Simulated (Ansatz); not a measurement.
GdO in Ansatz: the effect of functional

The system is GdO.

```
Gd O
1.0
     0.00000    2.66351    2.66351
     2.66351    0.00000    2.66351
     2.66351    2.66351    0.00000
Gd O
1 1
Cartesian
  0.0000 0.0000 0.0000
  3.9953 3.9953 3.9953
```

The cell isn't the ideal one: volume scaled by 0.96.

Alike in all runs:

- Program: Ansatz 0.2.0
- Task: single point
- Potentials or basis: Ansatz PAW
- k mesh: 9 × 9 × 9
- Occupations: fermi-dirac, width 0.05 eV
- Spin: collinear spin, ferromagnetic start
- Starting moments: [7.0, 0.0] μB

| functional | cutoff | pressure (GPa) | moment (μB) |
| --- | --- | --- | --- |
| LDA | 420 eV (not typed: the program's choice for these potentials) | -4.3 | 6.96 |
| PBEsol | 420 eV (not typed: the program's choice for these potentials) | -0.8 | 7.50 |
| r2SCAN | 500 eV (not typed: the program's choice for these potentials) | ? | ? |

Question: What does the run with functional r2SCAN give?

Answer: Pressure 2.1 GPa; moment 7.94 μB.

Caveats: a cell with one magnetic atom can't hold antiferromagnetic order, which such compounds often take; the PAW data sets come from PBE, with cores solved anew for the run's functional, which leaves a small shift of forces and pressure; the magnetic or orbital state may not be the lowest (some runs).
